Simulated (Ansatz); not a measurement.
# BClFH3Si: the cost of one run

All numbers below are computed with Ansatz 0.2.0 (RKS B3LYP-D4/def2-SVP).

## 1. Starting point

Bond lengths: F1–B2 1.475 Å, B2–Si3 1.925 Å, B2–Cl4 1.801 Å, Si3–H5 1.469 Å, Si3–H6 1.481 Å, Si3–H7 1.529 Å. Angles: F1–B2–Si3 119.9°, F1–B2–Cl4 122.0°, Si3–B2–Cl4 118.0°, B2–Si3–H5 110.8°, B2–Si3–H6 110.7°, B2–Si3–H7 109.3°, H5–Si3–H6 110.3°, H5–Si3–H7 108.0°, H6–Si3–H7 107.6°.

Coordinates:

```xyz
7

F    -0.7638   -1.7329    1.2216
B    -0.6854   -0.8575    0.0367
Si    0.5154    0.6467    0.0329
Cl   -1.6090   -1.2049   -1.4701
H     0.4990    1.3226   -1.2713
H     0.1650    1.6000    1.1101
H     1.9399    0.1580    0.2945
```

## 2. Relaxing end A

Contents of input.yaml:

```yaml
crystal:
  periodic: [false, false, false]
  atoms:
    - { symbol: F, position_ang: [-0.7638, -1.7329, 1.2216] }
    - { symbol: B, position_ang: [-0.6854, -0.8575, 0.0367] }
    - { symbol: Si, position_ang: [0.5154, 0.6467, 0.0329] }
    - { symbol: Cl, position_ang: [-1.609, -1.2049, -1.4701] }
    - { symbol: H, position_ang: [0.499, 1.3226, -1.2713] }
    - { symbol: H, position_ang: [0.165, 1.6, 1.1101] }
    - { symbol: H, position_ang: [1.9399, 0.158, 0.2945] }
basis:
  gaussian: { orbitals: def2-SVP }
hamiltonian:
  xc: b3lyp
  dispersion: d4
relax:
  f_tol: 0.015
  max_steps: 40
```

The run is started by

```sh
$ ansatz run input.yaml --threads 1 --pin off --max-ram 2048MiB --backend cpu --events-out ev --progress --plain --runs-dir out
```

What time and memory should one allow on 1 thread of Arm Neoverse V2, shared host?

About 29 s, with a peak of 0.15 GiB.
